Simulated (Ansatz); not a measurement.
**InH: what a guessed cell relaxes into**

Aim: relax a trial structure of InH and see where it ends.

Computed with Ansatz 0.2.0 (DFT PBE, scalar-relativistic, plane waves, PAW, unless a step's input says otherwise).

## (1) The structure to begin with

Symmetry: Pmmn, No. 59, orthorhombic system. The conventional cell has a = 2.805 Å, b = 3.638 Å, c = 6.184 Å, α = 90.00°, β = 90.00°, γ = 90.00°. In (site symmetry mm2) is surrounded by 4 H at 2.31 to 2.46 Å. H (site symmetry mm2) has 4 In at 2.31 to 2.46 Å and 4 H at 2.37 Å as nearest neighbours.

Structure file:

```cif
data_structure
_symmetry_space_group_name_H-M 'P 1'
_symmetry_Int_Tables_number 1
_cell_length_a 2.8047
_cell_length_b 3.6377
_cell_length_c 6.1837
_cell_angle_alpha 90.000
_cell_angle_beta 90.000
_cell_angle_gamma 90.000
_cell_volume 63.09
loop_
_atom_site_label
_atom_site_type_symbol
_atom_site_fract_x
_atom_site_fract_y
_atom_site_fract_z
_atom_site_occupancy
In1 In 0.00000 0.00000 0.72130 1
In2 In 0.50000 0.50000 0.27870 1
H1 H 0.00000 0.50000 0.95270 1
H2 H 0.50000 0.00000 0.04730 1
```

A structure generator made this guess: species swapped into a database cell of CuTe (Pmmn, No. 59), with H on the Cu sites and In on the Te sites. Lengths come from tabulated atomic sizes and are only a guess.

## (2) Probe: one point on a coarse mesh

input.yaml reads:

```yaml
crystal:
  lattice:
    - [2.80472642, 0.0, 0.0]
    - [0.0, 3.6376991, 0.0]
    - [0.0, 0.0, 6.18373273]
  atoms:
    - { symbol: In, position: [0.0, 0.0, 0.72130002] }
    - { symbol: In, position: [0.5, 0.5, 0.27869998] }
    - { symbol: H, position: [0.0, 0.5, 0.9527] }
    - { symbol: H, position: [0.5, 0.0, 0.0473] }
basis:
  ecutwfc: 420
kpoints:
  mp_grid: { grid: [6, 6, 4] }
hamiltonian:
  xc: pbe
scf:
  occupations: { method: gaussian, width: 0.1 }
  lower_state_search: "off"
output:
  forces: true
  stress: true
  eigenvalues: true
```

Started as:

```
> ansatz run input.yaml --threads 1 --pin off --max-ram 2560MiB --backend cpu --events-out ev --progress --plain --runs-dir out
```

The session goes on with these runs: coarse relaxation; full relaxation; second relaxation, mesh chosen anew.

**Question.** What will these runs give? Wanted: conventional cell; volume; energy over the elements; gap on the mesh.

As calculated:

| quantity | value |
| --- | --- |
| symmetry at the end (tolerance 0.05 Å) | space group Pmmn (No. 59) |
| conventional cell | a = 3.602 Å, b = 3.836 Å, c = 4.903 Å, α = 90.00°, β = 90.00°, γ = 90.00° |
| volume | 16.94 Å³/atom |
| energy over the elements (uncorrected; H, N, O, F and Cl as molecules) | +0.31 eV/atom |
| gap on the mesh | none (metal) |

The space group Pmmn (No. 59) is kept, and the volume per atom grows by 7.4 % from the first guess. The formation energy is positive, so the separate elements lie lower. No finished test with a distortion of lower symmetry is shown, so the end may be a saddle point.
